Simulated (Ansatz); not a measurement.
# CH₆BNSi: one species, many methods

One table from this session's results is given with a row withheld; the runs are named, their logs left out.

Computed with Ansatz 0.2.0, Gaussian basis. Level: functionals in def2-TZVPP, the program's frozen cores in correlated methods.

The runs, in order: LDA (SPW92), PBE-D4, revPBE-D4, BLYP-D4, r2SCAN-D4, B97M-V, PBE0-D4, B3LYP-D4, r2SCANh-D4, r2SCAN0-D4, HSE06-D4, BHLYP-D4, CAM-B3LYP-D4, LC-ωPBE, ωB97X-V, ωB97M-V, B2PLYP, PBE-QIDH; CCSD(T)/def2-SVP; CCSD(T)/def2-TZVPP; MP2/def2-QZVPP; extrapolation to the limit; RPA on PBE.

## The geometry

An earlier PBE0-D4 in a triple-zeta def2 set relaxation fixed the geometry.

SMILES `CN1B[SiH2]1`, 10 atoms, charge 0, spin multiplicity 1.

Atoms are counted from 1 here; the program's logs count them from 0.

Bond lengths: C1–N2 1.438 Å, C1–H5 1.093 Å, C1–H6 1.093 Å, C1–H7 1.092 Å, N2–B3 1.375 Å, N2–Si4 1.759 Å, B3–Si4 1.924 Å, B3–H8 1.189 Å, Si4–H9 1.487 Å, Si4–H10 1.487 Å. Angles: N2–C1–H5 110.5°, N2–C1–H6 110.5°, N2–C1–H7 110.5°, H5–C1–H6 107.8°, H5–C1–H7 108.8°, H6–C1–H7 108.8°, C1–N2–B3 139.2°, C1–N2–Si4 146.2°, B3–N2–Si4 74.6°, N2–B3–Si4 61.8°, N2–B3–H8 135.8°, Si4–B3–H8 162.3°, N2–Si4–B3 43.5°, N2–Si4–H9 114.9°, N2–Si4–H10 114.9°, B3–Si4–H9 125.4°, B3–Si4–H10 125.4°, H9–Si4–H10 109.2°.

Set-up of the first run:

Contents of in.yaml:

```yaml
crystal:
  periodic: [false, false, false]
  atoms:
    - {symbol: C, position_ang: [0.084423, 1.444319, 0.063587]}
    - {symbol: N, position_ang: [-0.032051, 0.014303, 0.158811]}
    - {symbol: B, position_ang: [-0.339322, -0.943981, 1.095096]}
    - {symbol: Si, position_ang: [0.091999, -1.522780, -0.688298]}
    - {symbol: H, position_ang: [-0.613903, 1.835770, -0.680921]}
    - {symbol: H, position_ang: [1.094437, 1.725624, -0.245990]}
    - {symbol: H, position_ang: [-0.130943, 1.911367, 1.027337]}
    - {symbol: H, position_ang: [-0.641221, -0.946935, 2.245035]}
    - {symbol: H, position_ang: [-0.885936, -1.709503, -1.793383]}
    - {symbol: H, position_ang: [1.455515, -1.859183, -1.178274]}
basis:
  gaussian: {orbitals: def2-TZVPP}
hamiltonian: {xc: lda}
output: {orbitals: {seedname: orbitals}}
```

Launch:

```
$ ansatz run in.yaml --threads 2 --pin off --events-out ev --progress --plain --max-ram 4352MiB
```

Steps of the session up to this table: LDA; PBE-D4 (GGA); revPBE-D4 (GGA); BLYP-D4 (GGA); r2SCAN-D4 (meta-GGA); B97M-V (meta-GGA); B3LYP-D4 (hybrid); r2SCANh-D4 (hybrid); r2SCAN0-D4 (hybrid); HSE06-D4 (hybrid); BHLYP-D4 (hybrid); CAM-B3LYP-D4 (range-separated); LC-ωPBE (range-separated); ωB97X-V (range-separated); ωB97M-V (range-separated); B2PLYP (double hybrid); PBE-QIDH (double hybrid).

One table of the session follows, with a row left open; its other results are not shown here.

| functional | HOMO (eV) | gap (eV) |
| --- | --- | --- |
| LDA (SPW92) | -6.01 | 4.61 |
| PBE-D4 | -5.90 | 4.72 |
| revPBE-D4 | ? | ? |
| BLYP-D4 | -5.76 | 4.73 |
| r2SCAN-D4 | -6.10 | 5.22 |
| B97M-V | -6.19 | 5.25 |
| PBE0-D4 | -6.98 | 6.76 |
| B3LYP-D4 | -6.78 | 6.36 |
| r2SCANh-D4 | -6.50 | 5.96 |
| r2SCAN0-D4 | -7.11 | 7.06 |
| HSE06-D4 | -6.58 | 5.98 |
| BHLYP-D4 | -7.95 | 8.74 |
| CAM-B3LYP-D4 | -8.27 | 9.15 |
| LC-ωPBE | -9.59 | 11.60 |
| ωB97X-V | -9.25 | 11.16 |
| ωB97M-V | -9.07 | 10.72 |

**Question.** Estimate the row for revPBE-D4.

As computed: HOMO (eV): -5.86; gap (eV): 4.75. In the column «HOMO (eV)» it lies between PBE-D4 (-5.90) and BLYP-D4 (-5.76).
